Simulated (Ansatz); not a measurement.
# MoW2: the cost of one run

Method: DFT PBE, scalar-relativistic, plane waves, PAW, in Ansatz 0.2.0.

## Step 1: The structure to begin with

It takes space group P-3m1 (No. 164, trigonal). Conventional cell: a = 4.630 Å, b = 4.630 Å, c = 2.835 Å, α = 90.00°, β = 90.00°, γ = 120.00°. Mo (site symmetry -3m) has 6 W at 2.84 Å and 2 Mo at 2.84 Å as nearest neighbours. W (site symmetry 3m) has 3 Mo at 2.84 Å and 5 W at 2.84 Å as nearest neighbours.

Coordinates:

```
CELL_PARAMETERS angstrom
4.63029 0.00000 0.00000
-2.31515 4.00995 0.00000
0.00000 0.00000 2.83546
ATOMIC_POSITIONS crystal
Mo 0.00000 0.00000 0.00000
W 0.33333 0.66667 0.33333
W 0.66667 0.33333 0.66667
```

The start is an ordering of an alloy on its end members' structure types: elements ordered on the sites of the In type, Mo/W on In (P-3m1, No. 164).

## Step 2: A first look at the guess

input.yaml reads:

```yaml
crystal:
  lattice:
    - [4.63029246, 0.0, 0.0]
    - [-2.31514623, 4.0099509, 0.0]
    - [0.0, 0.0, 2.83546347]
  atoms:
    - { symbol: Mo, position: [0.0, 0.0, 0.0] }
    - { symbol: W, position: [0.33333333, 0.66666667, 0.33333333] }
    - { symbol: W, position: [0.66666667, 0.33333333, 0.66666667] }
basis:
  ecutwfc: 420
kpoints:
  mp_grid: { grid: [6, 6, 6] }
hamiltonian:
  xc: pbe
scf:
  occupations: { method: gaussian, width: 0.1 }
  lower_state_search: "off"
output:
  forces: true
  stress: true
  eigenvalues: true
```

Run with:

```
$ ansatz run input.yaml --threads 1 --pin off --max-ram 2560MiB --backend cpu --events-out ev --progress --plain --runs-dir out
```

**Question.** How long does this run take on 1 thread of Intel Xeon at 2.70GHz, shared host, and how much memory does it need?

About 2.7 s, with a peak of 0.37 GiB.
